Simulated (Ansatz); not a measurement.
# ClH₂O₂Si radical: a spread of methods and bases

How do the results and run time of ClH₂O₂Si radical respond when the settings are drawn wide?

Program: Ansatz 0.2.0, Gaussian basis. Level of theory: the settings change from run to run. These are calculated values, not measurements.

### 1 The relaxed structure

An earlier PBE0-D4 in a triple-zeta def2 set relaxation fixed the geometry.

6 atoms, charge 0, spin multiplicity 2.

Atoms are counted from 1 here; the program's logs count them from 0.

Bond lengths: O1–Si2 1.632 Å, O1–H5 0.959 Å, Si2–O3 1.632 Å, Si2–Cl4 2.078 Å, O3–H6 0.959 Å. Angles: Si2–O1–H5 117.0°, O1–Si2–O3 103.5°, O1–Si2–Cl4 111.0°, O3–Si2–Cl4 111.0°, Si2–O3–H6 117.0°.

### 2 B97/def2-TZVPD

Set apart from the defaults: multiplicity 4, high accuracy.

in.yaml

```yaml
crystal:
  periodic: [false, false, false]
  atoms:
    - {symbol: O, position_ang: [-0.320692, 1.391269, -0.390787]}
    - {symbol: Si, position_ang: [0.131791, -0.176792, -0.408186]}
    - {symbol: O, position_ang: [1.197482, -0.280965, 0.823635]}
    - {symbol: Cl, position_ang: [-1.498492, -1.425043, -0.089571]}
    - {symbol: H, position_ang: [-1.028831, 1.647444, -0.984605]}
    - {symbol: H, position_ang: [1.518752, -1.155903, 1.049514]}
basis:
  gaussian: {orbitals: def2-TZVPD}
magnetization: {spin_polarized: true, initial_magnetization: 3}
hamiltonian: {xc: {name: B97}}
accuracy: high
output: {forces: true}
```

Started as:

```bash
$ ansatz run in.yaml --threads 2 --pin off --events-out ev --progress --plain --max-ram 32768MiB --backend cpu
```

Log, shortened:

```text
Functional definition: B97
  name "B97"
  cite "Becke, J. Chem. Phys. 107, 8554 (1997) doi:10.1063/1.475007"
[...]
      + integral(e_c_pw_opposite_spin*poly(b97_u_opposite, cos0, cos1, cos2))
2952 factors; integrals over basis functions are off by at most 3.3e-9 eV
[...]
mean field -24520.24241548 eV, -901.1022883518 hartree, gradient 4.0e-8 eV, S^2 3.758567; 8 other end points of the search recorded, 0 dependent functions left out
[...]
reference -24520.24242010 eV, -901.1022885215 hartree; 26, 23 occupied and 161, 164 virtual orbitals, 2952 factors
Total energy: -24520.24242010 eV, -901.1022885215 hartree
Atom 0 at    -0.320692     1.391269    -0.390787 Å, force    -0.063143     1.078786     1.199563 eV/Å
Atom 1 at     0.131791    -0.176792    -0.408186 Å, force     0.238685    -1.112506    -3.613070 eV/Å
Atom 2 at     1.197482    -0.280965     0.823635 Å, force     0.081017     2.606932     1.947670 eV/Å
Atom 3 at    -1.498492    -1.425043    -0.089571 Å, force    -1.103052    -0.574190     0.673446 eV/Å
Atom 4 at    -1.028831     1.647444    -0.984605 Å, force     0.012975    -0.009193    -0.317090 eV/Å
Atom 5 at     1.518752    -1.155903     1.049514 Å, force     0.833518    -1.989829     0.109480 eV/Å
Dipole moment:    -0.676038     0.349144    -0.210244 e Å
```

Run time: 3.3 min. Hardware: 2 threads, shared host; peak memory 1.6 GiB.

Largest force 3.788 eV/Å, dipole 3.79 D, ⟨S²⟩ 3.759.

### 3 revPBE0/cc-pVTZ-DK

Options: high accuracy, the search for lower states set to full.

Changes to in.yaml since step 2:

```diff
@@ -10,6 +10,7 @@
 basis:
-  gaussian: {orbitals: def2-TZVPD}
-magnetization: {spin_polarized: true, initial_magnetization: 3}
-hamiltonian: {xc: {name: B97}}
+  gaussian: {orbitals: cc-pVTZ-DK}
+magnetization: {spin_polarized: true, initial_magnetization: 1}
+hamiltonian: {xc: {name: revPBE0}}
 accuracy: high
+scf: {lower_state_search: full}
 output: {forces: true}
```

The command is unchanged.

Log, shortened:

```text
Functional definition: revPBE0
  name "revPBE0"
  cite "Zhang & Yang, Phys. Rev. Lett. 80, 890 (1998) doi:10.1103/PhysRevLett.80.890"
  cite "Adamo & Barone, J. Chem. Phys. 110, 6158 (1999) doi:10.1063/1.478522"
  cite "Perdew, Burke & Ernzerhof, Phys. Rev. Lett. 77, 3865 (1996) doi:10.1103/PhysRevLett.77.3865"
[...]
2654 factors; integrals over basis functions are off by at most 3.7e-9 eV
[...]
mean field -24584.54248101 eV, -903.4652721755 hartree, gradient 5.8e-8 eV, S^2 0.752235; 3 other end points of the search recorded, 0 dependent functions left out
[...]
reference -24584.54248397 eV, -903.4652722845 hartree; 25, 24 occupied and 131, 132 virtual orbitals, 2654 factors
Total energy: -24584.54248397 eV, -903.4652722845 hartree
Relativity: scalar
Atom 0 at    -0.320692     1.391269    -0.390787 Å, force    -0.155765     0.427678    -0.030368 eV/Å
Atom 1 at     0.131791    -0.176792    -0.408186 Å, force     0.056133    -0.207016    -0.354530 eV/Å
Atom 2 at     1.197482    -0.280965     0.823635 Å, force     0.301103    -0.076185     0.334506 eV/Å
Atom 3 at    -1.498492    -1.425043    -0.089571 Å, force    -0.232344    -0.182327     0.039322 eV/Å
Atom 4 at    -1.028831     1.647444    -0.984605 Å, force     0.063487    -0.034198     0.043743 eV/Å
Atom 5 at     1.518752    -1.155903     1.049514 Å, force    -0.032614     0.072048    -0.032673 eV/Å
Dipole moment:     0.062234    -0.078898    -0.186164 e Å
```

It took 37 s on 2 threads, shared host; peak memory 0.87 GiB.

Largest force 0.456 eV/Å, dipole 1.02 D, ⟨S²⟩ 0.752.

### 4 SPW92/cc-pVTZ

Options: charge -1, multiplicity 1, atoms shaken by 0.08 Å, finite nuclei, the search for lower states set to full.

in.yaml

```yaml
crystal:
  periodic: [false, false, false]
  atoms:
    - {symbol: O, position_ang: [-0.227161, 1.413768, -0.402342]}
    - {symbol: Si, position_ang: [0.312858, -0.161132, -0.529217]}
    - {symbol: O, position_ang: [1.272192, -0.242637, 0.790560]}
    - {symbol: Cl, position_ang: [-1.431917, -1.305845, 0.003030]}
    - {symbol: H, position_ang: [-1.055197, 1.819809, -0.900811]}
    - {symbol: H, position_ang: [1.475364, -1.161462, 1.124259]}
basis:
  gaussian: {orbitals: cc-pVTZ, nuclear_model: gaussian}
total_charge: -1
hamiltonian: {xc: {name: SPW92}}
scf: {lower_state_search: full}
```

The command is unchanged.

Log:

```text
Functional definition: SPW92
  name "SPW92"
  cite "Dirac, Proc. Camb. Phil. Soc. 26, 376 (1930) doi:10.1017/S0305004100016108"
  cite "Slater, Phys. Rev. 81, 385 (1951) doi:10.1103/PhysRev.81.385"
  cite "Perdew & Wang, Phys. Rev. B 45, 13244 (1992) doi:10.1103/PhysRevB.45.13244"
  exchange = slater_x
  correlation = pw_c
1002 factors; their error is unknown
mean field evaluation 1: about -24429.2534 eV, gradient 4.3e1 eV
mean field evaluation 2: about -24415.2983 eV, gradient 9.9e1 eV
mean field evaluation 4: about -24432.1649 eV, gradient 3.7e0 eV
mean field evaluation 8: about -24432.2005 eV, gradient 1.2e-1 eV
mean field evaluation 16: about -24432.1585 eV, gradient 3.8e-5 eV
mean field -24432.15852818 eV, -897.8652651988 hartree, gradient 5.1e-5 eV, S^2 0.000000; 0 other end points of the search recorded, 0 dependent functions left out
reference -24432.15855938 eV, -897.8652663452 hartree; 25, 25 occupied and 131, 131 virtual orbitals, 1002 factors
Total energy: -24432.15855938 eV, -897.8652663452 hartree
```

It took 1.6 s on 2 threads, shared host.

### 5 SVWN5/def2-TZVPP

in.yaml

```yaml
crystal:
  periodic: [false, false, false]
  atoms:
    - {symbol: O, position_ang: [-0.320692, 1.391269, -0.390787]}
    - {symbol: Si, position_ang: [0.131791, -0.176792, -0.408186]}
    - {symbol: O, position_ang: [1.197482, -0.280965, 0.823635]}
    - {symbol: Cl, position_ang: [-1.498492, -1.425043, -0.089571]}
    - {symbol: H, position_ang: [-1.028831, 1.647444, -0.984605]}
    - {symbol: H, position_ang: [1.518752, -1.155903, 1.049514]}
basis:
  gaussian: {orbitals: def2-TZVPP}
magnetization: {spin_polarized: true, initial_magnetization: 1}
hamiltonian: {xc: {name: SVWN5}}
output: {forces: true}
```

Same command.

Log, shortened:

```text
Functional definition: SVWN5
  name "SVWN5"
  cite "Dirac, Proc. Camb. Phil. Soc. 26, 376 (1930) doi:10.1017/S0305004100016108"
  cite "Slater, Phys. Rev. 81, 385 (1951) doi:10.1103/PhysRev.81.385"
  cite "Vosko, Wilk & Nusair, Can. J. Phys. 58, 1200 (1980) doi:10.1139/p80-159"
[...]
1002 factors; their error is unknown
[...]
mean field -24431.59907958 eV, -897.8447058418 hartree, gradient 1.1e-5 eV, S^2 0.751014; 0 other end points of the search recorded, 0 dependent functions left out
[...]
reference -24431.59911172 eV, -897.8447070232 hartree; 25, 24 occupied and 149, 150 virtual orbitals, 1002 factors
Total energy: -24431.59911172 eV, -897.8447070232 hartree
Atom 0 at    -0.320692     1.391269    -0.390787 Å, force     0.457794    -0.208542     0.420075 eV/Å
Atom 1 at     0.131791    -0.176792    -0.408186 Å, force     0.003977    -0.046498    -0.068288 eV/Å
Atom 2 at     1.197482    -0.280965     0.823635 Å, force    -0.260705     0.580409    -0.152672 eV/Å
Atom 3 at    -1.498492    -1.425043    -0.089571 Å, force     0.025926     0.035310     0.016062 eV/Å
Atom 4 at    -1.028831     1.647444    -0.984605 Å, force    -0.433089     0.170471    -0.362130 eV/Å
Atom 5 at     1.518752    -1.155903     1.049514 Å, force     0.206097    -0.531149     0.146954 eV/Å
Dipole moment:     0.033930    -0.090550    -0.166832 e Å
```

Wall time 2.4 s (2 threads, shared host).

Largest force 0.655 eV/Å, dipole 0.93 D, ⟨S²⟩ 0.751.

### 6 revPBE0/aug-cc-pVTZ

Set apart from the defaults: multiplicity 4, restricted open-shell orbitals, density fitting with cc-pVTZ-jkfit, D4 dispersion.

Changes to in.yaml since step 5:

```diff
@@ -10,5 +10,5 @@
 basis:
-  gaussian: {orbitals: def2-TZVPP}
-magnetization: {spin_polarized: true, initial_magnetization: 1}
-hamiltonian: {xc: {name: SVWN5}}
+  gaussian: {orbitals: aug-cc-pVTZ, fitting: {mean_field: cc-pVTZ-jkfit}}
+magnetization: {spin_polarized: false, initial_magnetization: 3}
+hamiltonian: {xc: {name: revPBE0}, dispersion: d4}
 output: {forces: true}
```

Launched as before.

Log, shortened:

```text
Functional definition: revPBE0
  name "revPBE0"
  cite "Zhang & Yang, Phys. Rev. Lett. 80, 890 (1998) doi:10.1103/PhysRevLett.80.890"
  cite "Adamo & Barone, J. Chem. Phys. 110, 6158 (1999) doi:10.1063/1.478522"
  cite "Perdew, Burke & Ernzerhof, Phys. Rev. Lett. 77, 3865 (1996) doi:10.1103/PhysRevLett.77.3865"
[...]
460 factors; integrals over basis functions are off by at most 6.9e-1 eV
[...]
mean field -24518.83691642 eV, -901.0506372140 hartree, gradient 2.8e-6 eV, S^2 3.750000; 9 other end points of the search recorded, 0 dependent functions left out
[...]
reference -24518.83697450 eV, -901.0506393484 hartree; 26, 23 occupied and 212, 215 virtual orbitals, 460 factors
Total energy: -24519.16293375 eV, -901.0626181296 hartree
Atom 0 at    -0.320692     1.391269    -0.390787 Å, force    -0.172471     0.676603     0.699609 eV/Å
Atom 1 at     0.131791    -0.176792    -0.408186 Å, force    -0.387949    -0.486382    -3.559431 eV/Å
Atom 2 at     1.197482    -0.280965     0.823635 Å, force     0.031988     2.735769     1.979361 eV/Å
Atom 3 at    -1.498492    -1.425043    -0.089571 Å, force    -0.712892    -0.402514     0.635333 eV/Å
Atom 4 at    -1.028831     1.647444    -0.984605 Å, force     0.131764    -0.001764    -0.099578 eV/Å
Atom 5 at     1.518752    -1.155903     1.049514 Å, force     1.109561    -2.521713     0.344706 eV/Å
Dipole moment:    -0.927862     0.625728    -0.468150 e Å
```

Run time: 72 s. Hardware: 2 threads, shared host; peak memory 0.72 GiB.

Largest force 3.613 eV/Å, dipole 5.83 D.

### 7 revPBE0/6-31G

Set apart from the defaults: multiplicity 4, finite nuclei, a point charge of 2.00 e beside it, D4 dispersion.

Changes to in.yaml since step 6:

```diff
@@ -10,4 +10,4 @@
 basis:
-  gaussian: {orbitals: aug-cc-pVTZ, fitting: {mean_field: cc-pVTZ-jkfit}}
-magnetization: {spin_polarized: false, initial_magnetization: 3}
+  gaussian: {orbitals: 6-31G, nuclear_model: gaussian, point_charges: [{charge: 2.00, position_ang: [5.956, 0.817, 0.819]}]}
+magnetization: {spin_polarized: true, initial_magnetization: 3}
 hamiltonian: {xc: {name: revPBE0}, dispersion: d4}
```

Same command.

Log, shortened:

```text
Functional definition: revPBE0
  name "revPBE0"
  cite "Zhang & Yang, Phys. Rev. Lett. 80, 890 (1998) doi:10.1103/PhysRevLett.80.890"
  cite "Adamo & Barone, J. Chem. Phys. 110, 6158 (1999) doi:10.1063/1.478522"
  cite "Perdew, Burke & Ernzerhof, Phys. Rev. Lett. 77, 3865 (1996) doi:10.1103/PhysRevLett.77.3865"
[...]
494 factors; integrals over basis functions are off by at most 2.7e-4 eV
[...]
mean field -24511.01500572 eV, -900.7631872976 hartree, gradient 3.8e-8 eV, S^2 3.755548; 6 other end points of the search recorded, 0 dependent functions left out
[...]
reference -24511.01503926 eV, -900.7631885302 hartree; 26, 23 occupied and 22, 25 virtual orbitals, 494 factors
Total energy: -24511.34099850 eV, -900.7751673113 hartree
Atom 0 at    -0.320692     1.391269    -0.390787 Å, force    -0.763537     3.769273     1.519696 eV/Å
Atom 1 at     0.131791    -0.176792    -0.408186 Å, force     1.663692    -3.019856    -6.218809 eV/Å
Atom 2 at     1.197482    -0.280965     0.823635 Å, force     1.919561     2.984030     3.665176 eV/Å
Atom 3 at    -1.498492    -1.425043    -0.089571 Å, force    -3.080130    -2.048218     1.118380 eV/Å
Atom 4 at    -1.028831     1.647444    -0.984605 Å, force    -0.339204     0.645168    -0.484152 eV/Å
Atom 5 at     1.518752    -1.155903     1.049514 Å, force     0.861526    -2.306102     0.402295 eV/Å
Dipole moment:    -0.934290    -0.112774    -0.309109 e Å
```

It took 9.5 s on 2 threads, shared host.

Largest force 7.111 eV/Å, dipole 4.76 D, ⟨S²⟩ 3.756.

### 8 SPW92/6-31G*

Set apart from the defaults: multiplicity 4, density fitting with cc-pVTZ-jkfit, high accuracy, the search for lower states set to off.

Changes to in.yaml since step 7:

```diff
@@ -10,5 +10,7 @@
 basis:
-  gaussian: {orbitals: 6-31G, nuclear_model: gaussian, point_charges: [{charge: 2.00, position_ang: [5.956, 0.817, 0.819]}]}
+  gaussian: {orbitals: "6-31G*", fitting: {mean_field: cc-pVTZ-jkfit}}
 magnetization: {spin_polarized: true, initial_magnetization: 3}
-hamiltonian: {xc: {name: revPBE0}, dispersion: d4}
+hamiltonian: {xc: {name: SPW92}}
+accuracy: high
+scf: {lower_state_search: off}
 output: {forces: true}
```

Launched as before.

Log, shortened:

```text
Functional definition: SPW92
  name "SPW92"
  cite "Dirac, Proc. Camb. Phil. Soc. 26, 376 (1930) doi:10.1017/S0305004100016108"
  cite "Slater, Phys. Rev. 81, 385 (1951) doi:10.1103/PhysRev.81.385"
  cite "Perdew & Wang, Phys. Rev. B 45, 13244 (1992) doi:10.1103/PhysRevB.45.13244"
[...]
460 factors; integrals over basis functions are off by at most 1.6e-1 eV
[...]
mean field -24419.02511779 eV, -897.3826212691 hartree, gradient 8.5e-8 eV, S^2 3.752127; 0 other end points of the search recorded, 0 dependent functions left out
[...]
reference -24419.02512079 eV, -897.3826213793 hartree; 26, 23 occupied and 46, 49 virtual orbitals, 460 factors
Total energy: -24419.02512079 eV, -897.3826213793 hartree
Atom 0 at    -0.320692     1.391269    -0.390787 Å, force     1.222975     2.169759     3.088747 eV/Å
Atom 1 at     0.131791    -0.176792    -0.408186 Å, force     0.327225    -2.977358    -4.509666 eV/Å
Atom 2 at     1.197482    -0.280965     0.823635 Å, force     0.308118     3.178090     2.361151 eV/Å
Atom 3 at    -1.498492    -1.425043    -0.089571 Å, force    -1.245974    -0.600193     0.731675 eV/Å
Atom 4 at    -1.028831     1.647444    -0.984605 Å, force    -1.199226     0.097988    -1.547996 eV/Å
Atom 5 at     1.518752    -1.155903     1.049514 Å, force     0.586881    -1.868288    -0.123911 eV/Å
Dipole moment:    -0.177935    -0.041695     0.164266 e Å
Checks for a lower state left out: stability, starts, cluster_reference, orbital_swaps, neighbouring_geometries, increment
```

Wall time 2 s (2 threads, shared host).

Largest force 5.414 eV/Å, dipole 1.18 D, ⟨S²⟩ 3.752.

### 9 wB97X/aug-cc-pVTZ

Set apart from the defaults: restricted open-shell orbitals, density fitting with cc-pVTZ-jkfit, a grid of angular degree 47.

Changes to in.yaml since step 8:

```diff
@@ -10,7 +10,5 @@
 basis:
-  gaussian: {orbitals: "6-31G*", fitting: {mean_field: cc-pVTZ-jkfit}}
-magnetization: {spin_polarized: true, initial_magnetization: 3}
-hamiltonian: {xc: {name: SPW92}}
-accuracy: high
-scf: {lower_state_search: off}
+  gaussian: {orbitals: aug-cc-pVTZ, fitting: {mean_field: cc-pVTZ-jkfit}, final_grid: {core_spheres: 20, valence_spheres: 16, degree: 47}}
+magnetization: {spin_polarized: false, initial_magnetization: 1}
+hamiltonian: {xc: {name: wB97X}}
 output: {forces: true}
```

The command is unchanged.

Log, shortened:

```text
Functional definition: wB97X
  name "wB97X"
  cite "Chai & Head-Gordon, J. Chem. Phys. 128, 084106 (2008) doi:10.1063/1.2834918"
  cite "Becke, J. Chem. Phys. 107, 8554 (1997) doi:10.1063/1.475007"
[...]
  # The coefficients of nought are those of the uniform gas.
[...]
      + exact_x_lr(omega)
[...]
      + integral(e_c_pw_opposite_spin*poly(b97_u_opposite, 1, cos1, cos2, cos3, cos4))
460 factors; integrals over basis functions are off by at most 6.9e-1 eV
460 factors; integrals over basis functions are off by at most 6.9e-3 eV
[...]
mean field -24530.95077272 eV, -901.4958132219 hartree, gradient 5.7e-5 eV, S^2 0.750000; 0 other end points of the search recorded, 0 dependent functions left out
[...]
reference -24530.95073541 eV, -901.4958118508 hartree; 25, 24 occupied and 213, 214 virtual orbitals, 460 factors
Total energy: -24530.95073541 eV, -901.4958118508 hartree
Atom 0 at    -0.320692     1.391269    -0.390787 Å, force    -0.186418     0.236587    -0.099152 eV/Å
Atom 1 at     0.131791    -0.176792    -0.408186 Å, force     0.003726    -0.144450    -0.202962 eV/Å
Atom 2 at     1.197482    -0.280965     0.823635 Å, force     0.183287    -0.170907     0.195512 eV/Å
Atom 3 at    -1.498492    -1.425043    -0.089571 Å, force    -0.072086    -0.050825     0.020060 eV/Å
Atom 4 at    -1.028831     1.647444    -0.984605 Å, force     0.067674     0.029490     0.068468 eV/Å
Atom 5 at     1.518752    -1.155903     1.049514 Å, force     0.003816     0.100105     0.018075 eV/Å
Dipole moment:     0.048875    -0.102840    -0.202404 e Å
```

Run time: 16 s. Hardware: 2 threads, shared host; peak memory 0.69 GiB.

Largest force 0.318 eV/Å, dipole 1.12 D.

### 10 r2SCAN/cc-pVDZ

This run has charge +1, multiplicity 1, high accuracy.

Changes to in.yaml since step 9:

```diff
@@ -10,5 +10,5 @@
 basis:
-  gaussian: {orbitals: aug-cc-pVTZ, fitting: {mean_field: cc-pVTZ-jkfit}, final_grid: {core_spheres: 20, valence_spheres: 16, degree: 47}}
-magnetization: {spin_polarized: false, initial_magnetization: 1}
-hamiltonian: {xc: {name: wB97X}}
-output: {forces: true}
+  gaussian: {orbitals: cc-pVDZ}
+total_charge: 1
+hamiltonian: {xc: {name: r2SCAN}}
+accuracy: high
```

Same command.

Log:

```text
Functional definition: r2SCAN
  name "r2SCAN"
  cite "Furness, Kaplan, Ning, Perdew & Sun, J. Phys. Chem. Lett. 11, 8208 (2020) doi:10.1021/acs.jpclett.0c02405"
  cite "Furness, Kaplan, Ning, Perdew & Sun, J. Phys. Chem. Lett. 11, 9248 (2020) doi:10.1021/acs.jpclett.0c03077"
  parent r2scan
  parameter k0 = 0.174
  parameter k1 = 0.065
  parameter a1 = 4.9479
  exchange = r2scan_x(k0 = k0, k1 = k1, a1 = a1)
  correlation = r2scan_c
1624 factors; integrals over basis functions are off by at most 3.5e-9 eV
mean field evaluation 1: about -24499.1304 eV, gradient 1.0e2 eV
mean field evaluation 2: about -24381.3732 eV, gradient 2.3e2 eV
mean field evaluation 4: about -24516.3098 eV, gradient 2.0e1 eV
mean field evaluation 8: about -24517.4530 eV, gradient 2.4e-1 eV
mean field evaluation 16: about -24517.4508 eV, gradient 1.0e-4 eV
mean field -24517.45080157 eV, -900.9996984327 hartree, gradient 6.2e-8 eV, S^2 0.000000; 0 other end points of the search recorded, 0 dependent functions left out
reference -24517.45080220 eV, -900.9996984559 hartree; 24, 24 occupied and 50, 50 virtual orbitals, 1624 factors
Total energy: -24517.45080220 eV, -900.9996984559 hartree
```

Wall time 6 s (2 threads, shared host).

### 11 All runs side by side

```csv
level,charge,multiplicity,geometry,functions,energy (eV),time
B97/def2-TZVPD,0,4,relaxed,187,-24520.242,3.3 min
revPBE0/cc-pVTZ-DK,0,2,relaxed,156,-24584.542,37 s
SPW92/cc-pVTZ,-1,1,shaken,156,-24432.159,1.6 s
SVWN5/def2-TZVPP,0,2,relaxed,174,-24431.599,2.4 s
revPBE0/aug-cc-pVTZ,0,4,relaxed,238,-24519.163,72 s
revPBE0/6-31G,0,4,"relaxed, point charge",48,-24511.341,9.5 s
SPW92/6-31G*,0,4,relaxed,72,-24419.025,2 s
wB97X/aug-cc-pVTZ,0,2,relaxed,238,-24530.951,16 s
r2SCAN/cc-pVDZ,1,1,relaxed,74,-24517.451,6 s
```

### 12 Results

| quantity | value |
| --- | --- |
| runs | 9 |
| quickest | SPW92/cc-pVTZ, 1.6 s |
| slowest | B97/def2-TZVPD, 3.3 min |
| spread of total energies, same state and geometry | 152.9 eV |
| dipole, same state and geometry | 0.93 to 1.12 D |

What this shows: B97/def2-TZVPD took 126 times as long as SPW92/cc-pVTZ. The jobs differ in tasks and options as well as level. Total energies at one charge and spin differ by 153 eV between levels, so only differences within one level mean anything. Some of these runs are scalar-relativistic and others not, which shifts the totals of all-electron atoms past neon by eV; core potentials, where a basis has them, take the core out of the total altogether. At the PBE0-D4/def2-TZVP geometry and in the same state, runs without warnings or point charges leave forces up to 0.66 eV/Å (SVWN5/def2-TZVPP). At that geometry and state the dipole changes by 20 % between the lowest and highest value.
